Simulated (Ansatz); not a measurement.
# CH3FNSi (charge -1): rotation by 180° about the C2–Si3 bond

Aim: the minimum-energy path and barrier of the rotation by 180° about the C2–Si3 bond. The ends are relaxed first, then joined by a nudged elastic band. SMILES of the start: N=C[SiH-]F.

Method: RKS revPBE-D4/6-31G*, in Ansatz 0.2.0.

**1. The system as given**

Bond lengths: N1–C2 1.301 Å, C2–Si3 1.838 Å, Si3–F4 1.705 Å, N1–H5 1.029 Å, C2–H6 1.103 Å, Si3–H7 1.491 Å. Angles: N1–C2–Si3 128.0°, N1–C2–H6 111.3°, Si3–C2–H6 116.8°, C2–N1–H5 110.3°, C2–Si3–F4 104.8°, C2–Si3–H7 107.2°, F4–Si3–H7 96.4°.

Structure file:

```xyz
7

N     0.8292    0.7696   -1.3228
C    -0.0623    0.6231   -0.3867
Si    0.0177   -0.4659    1.0915
F    -1.5803   -0.5152    1.6836
H     1.4604   -0.0432   -1.3463
H    -0.7210    1.5047   -0.3193
H     0.0563   -1.8730    0.6001
```

**2. End point A**

The input, input.yaml:

```yaml
crystal:
  periodic: [false, false, false]
  atoms:
    - { symbol: "N", position_ang: [0.82918, 0.76958, -1.32281] }
    - { symbol: C, position_ang: [-0.0623, 0.62308, -0.38674] }
    - { symbol: Si, position_ang: [0.01773, -0.46587, 1.09151] }
    - { symbol: F, position_ang: [-1.5803, -0.51525, 1.68355] }
    - { symbol: H, position_ang: [1.46037, -0.04324, -1.3463] }
    - { symbol: H, position_ang: [-0.72096, 1.50467, -0.31931] }
    - { symbol: H, position_ang: [0.05629, -1.87297, 0.6001] }
total_charge: -1
basis:
  gaussian: { orbitals: "6-31G*" }
hamiltonian:
  xc: revpbe
  dispersion: d4
relax:
  f_tol: 0.015
  max_steps: 40
```

Command:

```sh
$ ansatz run input.yaml --threads 1 --pin off --max-ram 2048MiB --backend cpu --events-out ev --progress --plain --runs-dir out
```

What it wrote, cut to the lines that bear on the results:

```text
Warning: RAYON_NUM_THREADS=1 ignored (pool sized by the plan → 1); use --threads N
[...]
Functional definition: revPBE
[...]
805 factors; their error is unknown
[...]
mean field -13166.76030156 eV, -483.8695163316 hartree, gradient 3.4e-5 eV, S^2 0.000000; 0 other end points of the search recorded, 0 dependent functions left out
[...]
reference -13166.76033839 eV, -483.8695176852 hartree; 20, 20 occupied and 50, 50 virtual orbitals, 805 factors
relax step   1: F+E_penalty+E_count = -13167.25163872 eV  Δ(F+E_penalty+E_count) = +0.000e0 eV  max|allowed force component| = 2.066e0 eV/Å  Δτ_max = 0.0000 Å  (27 SCF iters, accepted)
[...]
relax step   4: F+E_penalty+E_count = -13167.50428086 eV  Δ(F+E_penalty+E_count) = -3.298e-2 eV  max|allowed force component| = 5.331e-1 eV/Å  Δτ_max = 0.0502 Å  (31 SCF iters, accepted)
[...]
relax step   7: F+E_penalty+E_count = -13167.51127190 eV  Δ(F+E_penalty+E_count) = -3.062e-4 eV  max|allowed force component| = 5.507e-2 eV/Å  Δτ_max = 0.0100 Å  (31 SCF iters, accepted)
[...]
relax step  10: F+E_penalty+E_count = -13167.51207820 eV  Δ(F+E_penalty+E_count) = -3.662e-4 eV  max|allowed force component| = 6.573e-2 eV/Å  Δτ_max = 0.0308 Å  (30 SCF iters, accepted)
[...]
relax step  13: F+E_penalty+E_count = -13167.51256566 eV  Δ(F+E_penalty+E_count) = -1.255e-4 eV  max|allowed force component| = 4.888e-2 eV/Å  Δτ_max = 0.0167 Å  (31 SCF iters, accepted)
[...]
relax step  14: F+E_penalty+E_count = -13167.51265851 eV  Δ(F+E_penalty+E_count) = -9.284e-5 eV  max|allowed force component| = 3.679e-2 eV/Å  Δτ_max = 0.0062 Å  (32 SCF iters, accepted)
[...]
relax step  15: F+E_penalty+E_count = -13167.51269881 eV  Δ(F+E_penalty+E_count) = -4.031e-5 eV  max|allowed force component| = 1.249e-2 eV/Å  Δτ_max = 0.0075 Å  (31 SCF iters, accepted)
805 factors; their error is unknown
[...]
mean field -13167.02580151 eV, -483.8792732748 hartree, gradient 3.2e-5 eV, S^2 0.000000; 1 other end points of the search recorded, 0 dependent functions left out
[...]
reference -13167.02583807 eV, -483.8792746185 hartree; 20, 20 occupied and 50, 50 virtual orbitals, 805 factors
Total energy: -13167.51273538 eV, -483.8971677645 hartree
Atom 0 at     0.818811     0.749478    -1.359452 Å, force     0.008616    -0.010433     0.008779 eV/Å
Atom 1 at    -0.023153     0.606702    -0.367288 Å, force    -0.009393     0.003808    -0.002787 eV/Å
Atom 2 at     0.071649    -0.523079     1.215553 Å, force     0.012495    -0.002694    -0.006343 eV/Å
Atom 3 at    -1.539219    -0.362502     1.768083 Å, force    -0.009498     0.004412     0.003011 eV/Å
Atom 4 at     1.556038     0.015739    -1.241299 Å, force    -0.003635     0.004148    -0.002901 eV/Å
Atom 5 at    -0.850853     1.362314    -0.388020 Å, force    -0.000795    -0.001990     0.002284 eV/Å
Atom 6 at    -0.033264    -1.848652     0.372425 Å, force     0.002210     0.002749    -0.002043 eV/Å
Dipole moment:    -0.187212     0.033591    -0.100155 e Å
```

Wall time 34 s (1 thread of an Arm CPU, shared host); peak memory 0.15 GiB.

Relaxation path:

```
step  energy from step 1 (eV)  largest force component (eV/Å)
   1                   0.0000                          2.0663
   2                  -0.1975                          1.3589
   3                  -0.2197                          1.0431
   4                  -0.2526                          0.5331
   5                  -0.2573                          0.3622
   6                  -0.2593                          0.0812
   7                  -0.2596                          0.0551
   8                  -0.2598                          0.0261
   9                  -0.2601                          0.0299
  10                  -0.2604                          0.0657
  11                  -0.2608                          0.0627
  12                  -0.2608                          0.0473
  13                  -0.2609                          0.0489
  14                  -0.2610                          0.0368
  15                  -0.2611                          0.0125
```

Step 1 is the start.

After: Bond lengths: N1–C2 1.309 Å, C2–Si3 1.947 Å, Si3–F4 1.711 Å, N1–H5 1.047 Å, C2–H6 1.121 Å, Si3–H7 1.574 Å. Angles: N1–C2–Si3 130.4°, N1–C2–H6 112.8°, Si3–C2–H6 116.2°, C2–N1–H5 106.9°, C2–Si3–F4 99.3°, C2–Si3–H7 92.9°, F4–Si3–H7 100.9°.

**3. End point B**

The second end starts from a geometry with the move made by hand.

input.yaml, as its differences from that of step 2:

```diff
@@ -6,6 +6,6 @@
     - { symbol: Si, position_ang: [0.01773, -0.46587, 1.09151] }
-    - { symbol: F, position_ang: [-1.5803, -0.51525, 1.68355] }
+    - { symbol: F, position_ang: [1.65372, -0.93305, 1.2007] }
     - { symbol: H, position_ang: [1.46037, -0.04324, -1.3463] }
     - { symbol: H, position_ang: [-0.72096, 1.50467, -0.31931] }
-    - { symbol: H, position_ang: [0.05629, -1.87297, 0.6001] }
+    - { symbol: H, position_ang: [0.01751, 0.41961, 2.29102] }
 total_charge: -1
```

Command:

```sh
$ ansatz run input.yaml --threads 1 --pin off --max-ram 2048MiB --backend cpu --events-out ev --progress --plain --runs-dir out
```

What it wrote, cut to the lines that bear on the results:

```text
Warning: RAYON_NUM_THREADS=1 ignored (pool sized by the plan → 1); use --threads N
[...]
[... 1 set-up line as earlier in the session ...]
[...]
805 factors; their error is unknown
[...]
mean field -13166.51886524 eV, -483.8606437105 hartree, gradient 4.3e-5 eV, S^2 0.000000; 0 other end points of the search recorded, 0 dependent functions left out
[...]
reference -13166.51890208 eV, -483.8606450644 hartree; 20, 20 occupied and 50, 50 virtual orbitals, 805 factors
relax step   1: F+E_penalty+E_count = -13167.02611554 eV  Δ(F+E_penalty+E_count) = +0.000e0 eV  max|allowed force component| = 2.704e0 eV/Å  Δτ_max = 0.0000 Å  (28 SCF iters, accepted)
[...]
relax step   3: F+E_penalty+E_count = -13167.58983171 eV  Δ(F+E_penalty+E_count) = -8.977e-2 eV  max|allowed force component| = 8.870e-1 eV/Å  Δτ_max = 0.1098 Å  (31 SCF iters, accepted)
[...]
mean field -13167.12559310 eV, -483.8829405481 hartree, gradient 9.3e-6 eV, S^2 0.000000; 1 other end points of the search recorded, 0 dependent functions left out
[...]
reference -13167.12562886 eV, -483.8829418622 hartree; 20, 20 occupied and 50, 50 virtual orbitals, 805 factors
Total energy: -13167.63783102 eV, -483.9017649446 hartree
Atom 0 at     0.830016     0.753991    -1.308260 Å, force     0.006453     0.001248    -0.003653 eV/Å
Atom 1 at    -0.022637     0.700491    -0.318300 Å, force    -0.007743    -0.002873     0.001054 eV/Å
Atom 2 at    -0.035080    -0.545987     1.169224 Å, force    -0.004906     0.000717     0.001452 eV/Å
Atom 3 at     1.576521    -1.099349     0.943585 Å, force     0.005382    -0.001306    -0.000938 eV/Å
Atom 4 at     1.573017     0.061941    -1.064908 Å, force    -0.000692     0.000005    -0.000539 eV/Å
Atom 5 at    -0.896818     1.392541    -0.433098 Å, force     0.001180     0.001311     0.000657 eV/Å
Atom 6 at     0.170231     0.611152     2.219827 Å, force     0.000325     0.000897     0.001966 eV/Å
Dipole moment:     0.202575     0.056172    -0.091209 e Å
```

Run time: 24 s. Hardware: 1 thread of an Arm CPU, shared host; peak memory 0.15 GiB.

Relaxation path:

```csv
step,energy from step 1 (eV),largest force component (eV/Å)
1,0.0000,2.7040
2,-0.4739,2.2295
3,-0.5637,0.8870
4,-0.5982,0.1903
5,-0.6037,0.2116
6,-0.6103,0.1125
7,-0.6111,0.0604
8,-0.6116,0.0197
9,-0.6117,0.0226
10,-0.6117,0.0077
```

Step 1 is the start.

After: Bond lengths: N1–C2 1.308 Å, C2–Si3 1.941 Å, Si3–F4 1.719 Å, N1–H5 1.044 Å, C2–H6 1.121 Å, Si3–H7 1.576 Å. Angles: N1–C2–Si3 127.6°, N1–C2–H6 113.9°, Si3–C2–H6 118.0°, C2–N1–H5 105.1°, C2–Si3–F4 95.7°, C2–Si3–H7 92.2°, F4–Si3–H7 101.6°.

**4. The band**

crystal.atoms is end A as relaxed above, and neb.final_atoms is end B, turned to lie on A. With 7 inner images the band has 9 in all.

The input, input.yaml:

```yaml
crystal:
  periodic: [false, false, false]
  atoms:
    - { symbol: "N", position_ang: [0.818811, 0.749478, -1.359452] }
    - { symbol: C, position_ang: [-0.023153, 0.606702, -0.367288] }
    - { symbol: Si, position_ang: [0.071649, -0.523079, 1.215553] }
    - { symbol: F, position_ang: [-1.539219, -0.362502, 1.768083] }
    - { symbol: H, position_ang: [1.556038, 0.015739, -1.241299] }
    - { symbol: H, position_ang: [-0.850853, 1.362314, -0.38802] }
    - { symbol: H, position_ang: [-0.033264, -1.848652, 0.372425] }
total_charge: -1
basis:
  gaussian: { orbitals: "6-31G*" }
hamiltonian:
  xc: revpbe
  dispersion: d4
neb:
  order_check: false
  images: 7
  f_tol: 0.05
  max_iterations: 60
  initial_path: idpp
  final_atoms:
    - { symbol: "N", position_ang: [0.74743729, 0.59265255, -1.28797925] }
    - { symbol: C, position_ang: [-0.04314029, 0.76661821, -0.26103075] }
    - { symbol: Si, position_ang: [-0.99522732, -0.59245746, 0.74546492] }
    - { symbol: F, position_ang: [-0.0852475, -1.92095171, 0.14428276] }
    - { symbol: H, position_ang: [0.85457662, -0.44218905, -1.37645473] }
    - { symbol: H, position_ang: [-0.26424506, 1.84179357, -0.03428238] }
    - { symbol: H, position_ang: [-0.21414474, -0.24546611, 2.07000143] }
```

Command:

```sh
$ ansatz run input.yaml --threads 1 --pin off --max-ram 2048MiB --backend cpu --events-out ev --progress --plain --runs-dir out
```

What it wrote, cut to the lines that bear on the results:

```text
Warning: RAYON_NUM_THREADS=1 ignored (pool sized by the plan → 1); use --threads N
[...]
[... 1 set-up line as earlier in the session ...]
[...]
805 factors; their error is unknown
[...]
mean field -13167.02580433 eV, -483.8792733783 hartree, gradient 1.6e-5 eV, S^2 0.000000; 0 other end points of the search recorded, 0 dependent functions left out
[...]
reference -13167.02584119 eV, -483.8792747331 hartree; 20, 20 occupied and 50, 50 virtual orbitals, 805 factors
805 factors; their error is unknown
[...]
mean field -13167.12558692 eV, -483.8829403209 hartree, gradient 1.4e-5 eV, S^2 0.000000; 0 other end points of the search recorded, 0 dependent functions left out
[...]
reference -13167.12562319 eV, -483.8829416538 hartree; 20, 20 occupied and 50, 50 virtual orbitals, 805 factors
NEB end point (image 0): max|allowed force component| = 1.250e-2 eV/Å (the criterion of neb.relax_end_points is 1.000e-2)
[...]
NEB iter   8: max|band force component| = 3.553e-2 eV/Å  barrier→ = 0.2384 eV  barrier← = 0.3635 eV  CI = image 5  Δτ_max = 0.0000 Å  (421 SCF iters)
Total energy: -13167.27433988 eV, -483.8884068914 hartree
Atom 0 at     0.097633     0.584544    -1.426329 Å, force    -0.001604     0.009812    -0.035420 eV/Å
Atom 1 at     0.212652     0.832078    -0.154474 Å, force     0.005522    -0.005857     0.025346 eV/Å
Atom 2 at     0.070367    -0.430797     1.399601 Å, force    -0.002089     0.004812    -0.000729 eV/Å
Atom 3 at    -1.545157    -0.924103     1.093240 Å, force    -0.003801    -0.003897     0.001973 eV/Å
Atom 4 at    -0.029749    -0.448257    -1.508824 Å, force    -0.001126    -0.005278     0.010054 eV/Å
Atom 5 at     0.366372     1.923286     0.055034 Å, force     0.000531     0.001986     0.000101 eV/Å
Atom 6 at     0.827891    -1.536750     0.541754 Å, force     0.002567    -0.001578    -0.001325 eV/Å
Dipole moment:    -0.130094     0.057170    -0.320354 e Å
this run last wrote the band of iteration 8 to <dir>
```

Run time: 1.9 min. Hardware: 1 thread of an Arm CPU, shared host; peak memory 0.12 GiB.

**5. What the band shows**

The 7 inner images lie between the fixed ends 0 and 8. Energy is taken from image 0, and the path length is the program's own coordinate along the band.

| image | path (Å) | energy (eV) | dihedral N1–C2–Si3–F4 (°) | band force (eV/Å) |
| --- | --- | --- | --- | --- |
| 0 | 0.000 | 0.0000 | -168 | - |
| 1 | 0.526 | 0.0066 | -151 | 0.014 |
| 2 | 1.052 | 0.0351 | -132 | 0.014 |
| 3 | 1.578 | 0.1047 | -110 | 0.015 |
| 4 | 2.105 | 0.1949 | -85 | 0.033 |
| 5* | 2.631 | 0.2384 | -60 | 0.036 |
| 6 | 3.294 | 0.1518 | -33 | 0.024 |
| 7 | 3.958 | -0.0333 | -9 | 0.015 |
| 8 | 4.621 | -0.1251 | 16 | - |

The star marks the climbing image.

image, energy (eV) and a bar:
```
        0      0.000 ##########
        1      0.007 ###########
        2      0.035 #############
        3      0.105 ###################
        4      0.195 ##########################
        5      0.238 ##############################
        6      0.152 #######################
        7     -0.033 ########
        8     -0.125
```

The top of the band by iteration:

```
iteration  highest image above image 0 (eV)  largest band force (eV/Å)
        1                            0.4847                      1.274
        2                            0.3416                      0.933
        3                            0.2779                      0.436
        4                            0.2436                      0.224
        5                            0.2401                      0.177
        6                            0.2388                      0.097
        7                            0.2385                      0.053
        8                            0.2384                      0.036
```

The band as a trajectory file:

```xyz
7
image=0 dE=0.0000
N     0.819    0.749   -1.359
C    -0.023    0.607   -0.367
Si    0.072   -0.523    1.216
F    -1.539   -0.363    1.768
H     1.556    0.016   -1.241
H    -0.851    1.362   -0.388
H    -0.033   -1.849    0.372
7
image=1 dE=0.0066
N     0.723    0.686   -1.402
C    -0.030    0.675   -0.330
Si    0.078   -0.461    1.244
F    -1.562   -0.506    1.728
H     1.292   -0.192   -1.373
H    -0.691    1.577   -0.257
H     0.190   -1.780    0.390
7
image=2 dE=0.0351
N     0.620    0.626   -1.426
C    -0.009    0.744   -0.283
Si    0.076   -0.428    1.271
F    -1.577   -0.655    1.652
H     0.977   -0.356   -1.449
H    -0.455    1.762   -0.140
H     0.368   -1.694    0.374
7
image=3 dE=0.1047
N     0.469    0.579   -1.446
C     0.050    0.796   -0.228
Si    0.081   -0.418    1.318
F    -1.587   -0.763    1.503
H     0.638   -0.450   -1.497
H    -0.177    1.878   -0.039
H     0.526   -1.623    0.389
7
image=4 dE=0.1949
N     0.276    0.562   -1.449
C     0.133    0.825   -0.181
Si    0.088   -0.424    1.371
F    -1.577   -0.836    1.302
H     0.304   -0.479   -1.515
H     0.095    1.926    0.026
H     0.681   -1.574    0.447
7
image=5 dE=0.2384
N     0.098    0.585   -1.426
C     0.213    0.832   -0.154
Si    0.070   -0.431    1.400
F    -1.545   -0.924    1.093
H    -0.030   -0.448   -1.509
H     0.366    1.923    0.055
H     0.828   -1.537    0.542
7
image=6 dE=0.1518
N    -0.070    0.646   -1.390
C     0.278    0.817   -0.146
Si    0.015   -0.425    1.392
F    -1.471   -1.077    0.838
H    -0.427   -0.332   -1.458
H     0.679    1.845    0.052
H     0.996   -1.473    0.712
7
image=7 dE=-0.0333
N    -0.226    0.740   -1.343
C     0.316    0.777   -0.157
Si   -0.033   -0.435    1.349
F    -1.360   -1.236    0.608
H    -0.796   -0.134   -1.356
H     0.959    1.679    0.013
H     1.140   -1.391    0.886
7
image=8 dE=-0.1251
N     0.488    0.618   -1.396
C     0.085    0.790   -0.164
Si   -0.868   -0.475    0.958
F    -0.532   -1.853   -0.012
H     0.297   -0.387   -1.607
H     0.219    1.835    0.217
H     0.311   -0.528    2.004
```

**6. Frequencies at the highest image**

The geometry is the highest inner image of the first converged band.

The input, input.yaml:

```yaml
crystal:
  periodic: [false, false, false]
  atoms:
    - { symbol: "N", position_ang: [0.097633, 0.584544, -1.426329] }
    - { symbol: C, position_ang: [0.212652, 0.832078, -0.154474] }
    - { symbol: Si, position_ang: [0.070367, -0.430797, 1.399601] }
    - { symbol: F, position_ang: [-1.545157, -0.924103, 1.09324] }
    - { symbol: H, position_ang: [-0.029749, -0.448257, -1.508824] }
    - { symbol: H, position_ang: [0.366372, 1.923286, 0.055034] }
    - { symbol: H, position_ang: [0.827891, -1.53675, 0.541754] }
total_charge: -1
basis:
  gaussian: { orbitals: "6-31G*" }
hamiltonian:
  xc: revpbe
  dispersion: d4
phonons: {}
```

Command:

```sh
$ ansatz run input.yaml --threads 1 --pin off --max-ram 2048MiB --backend cpu --events-out ev --progress --plain --runs-dir out
```

What it wrote, cut to the lines that bear on the results:

```text
Warning: RAYON_NUM_THREADS=1 ignored (pool sized by the plan → 1); use --threads N
[...]
[... 1 set-up line as earlier in the session ...]
[...]
805 factors; their error is unknown
[...]
mean field -13166.77438059 eV, -483.8700337265 hartree, gradient 6.2e-5 eV, S^2 0.000000; 0 other end points of the search recorded, 0 dependent functions left out
[...]
reference -13166.77441691 eV, -483.8700350611 hartree; 20, 20 occupied and 50, 50 virtual orbitals, 805 factors
[...]
805 factors; their error is unknown
mean field -13166.77438030 eV, -483.8700337156 hartree, gradient 1.1e-6 eV, S^2 0.000000; 0 other end points of the search recorded, 0 dependent functions left out
[...]
reference -13166.77441661 eV, -483.8700350500 hartree; 20, 20 occupied and 50, 50 virtual orbitals, 805 factors
[...]
805 factors; their error is unknown
[...]
reference -13166.77422841 eV, -483.8700281339 hartree; 20, 20 occupied and 50, 50 virtual orbitals, 805 factors
[...]
805 factors; their error is unknown
mean field -13166.77419271 eV, -483.8700268220 hartree, gradient 1.1e-6 eV, S^2 0.000000; 0 other end points of the search recorded, 0 dependent functions left out
[...]
reference -13166.77422904 eV, -483.8700281572 hartree; 20, 20 occupied and 50, 50 virtual orbitals, 805 factors
[...]
805 factors; their error is unknown
mean field -13166.77445506 eV, -483.8700364633 hartree, gradient 1.1e-6 eV, S^2 0.000000; 0 other end points of the search recorded, 0 dependent functions left out
[...]
reference -13166.77449136 eV, -483.8700377973 hartree; 20, 20 occupied and 50, 50 virtual orbitals, 805 factors
[...]
805 factors; their error is unknown
[...]
mean field -13166.77428245 eV, -483.8700301200 hartree, gradient 1.1e-6 eV, S^2 0.000000; 0 other end points of the search recorded, 0 dependent functions left out
[...]
```

**7. The log goes on: vibrations at the highest image of the band**

Output, continued, cut to the lines that bear on the results:

```text
reference -13166.77431877 eV, -483.8700314548 hartree; 20, 20 occupied and 50, 50 virtual orbitals, 805 factors
[...]
805 factors; their error is unknown
mean field -13166.77445942 eV, -483.8700366235 hartree, gradient 1.1e-6 eV, S^2 0.000000; 0 other end points of the search recorded, 0 dependent functions left out
[...]
reference -13166.77449573 eV, -483.8700379579 hartree; 20, 20 occupied and 50, 50 virtual orbitals, 805 factors
[...]
805 factors; their error is unknown
mean field -13166.77446073 eV, -483.8700366715 hartree, gradient 1.1e-6 eV, S^2 0.000000; 0 other end points of the search recorded, 0 dependent functions left out
[...]
reference -13166.77449704 eV, -483.8700380060 hartree; 20, 20 occupied and 50, 50 virtual orbitals, 805 factors
[...]
805 factors; their error is unknown
mean field -13166.77428823 eV, -483.8700303324 hartree, gradient 1.1e-6 eV, S^2 0.000000; 0 other end points of the search recorded, 0 dependent functions left out
[...]
WARN: phonons: modes at or below zero, which the zero-point energy, F, S and C_V leave out: 1, the lowest at -167.80 cm⁻¹. A minimum has none, and a first-order saddle one
Total energy: -13167.27432175 eV, -483.8884062253 hartree
Atom 0 at     0.097633     0.584544    -1.426329 Å, force    -0.001647     0.009740    -0.035703 eV/Å
Atom 1 at     0.212652     0.832078    -0.154474 Å, force     0.005718    -0.006053     0.025878 eV/Å
Atom 2 at     0.070367    -0.430797     1.399601 Å, force    -0.002442     0.005318    -0.001194 eV/Å
Atom 3 at    -1.545157    -0.924103     1.093240 Å, force    -0.003674    -0.004087     0.002190 eV/Å
Atom 4 at    -0.029749    -0.448257    -1.508824 Å, force    -0.001092    -0.005140     0.010144 eV/Å
Atom 5 at     0.366372     1.923286     0.055034 Å, force     0.000525     0.002081     0.000073 eV/Å
Atom 6 at     0.827891    -1.536750     0.541754 Å, force     0.002612    -0.001859    -0.001389 eV/Å
Dipole moment:    -0.130092     0.057172    -0.320352 e Å
Vibrations: -167.80 173.48 346.13 528.06 562.64 683.29 752.68 803.91 1147.68 1212.48 1417.05 1566.93 1715.40 2813.09 3176.51 cm⁻¹, zero-point energy 1.047625 eV
```

Run time: 52 s. Hardware: 1 thread of an Arm CPU, shared host; peak memory 0.1 GiB.

Of 15 modes, 1 is imaginary by more than 30 cm⁻¹ (168i cm⁻¹).

**8. What came out**

| quantity | value |
| --- | --- |
| end A | 14 moves, 0.261 eV lower |
| end B | 9 moves, 0.612 eV lower |
| barrier forwards | 0.24 eV |
| barrier backwards | 0.36 eV |
| second end relative to first | -0.125 eV |
| highest image | 5 of 0 to 8, climbing |
| band iterations | 8 |
| imaginary modes at the top | 168i cm⁻¹ |

**Reading.** The top lies 0.24 eV above the first end, or 9 kT at room temperature. The second end lies 0.13 eV below the first, so the way back costs 0.36 eV. The listed dihedral goes from -168° at end A through -60° at the highest image to 16° at end B. One imaginary mode, as a first-order saddle point has. These are electronic energies, with no zero-point or thermal terms.
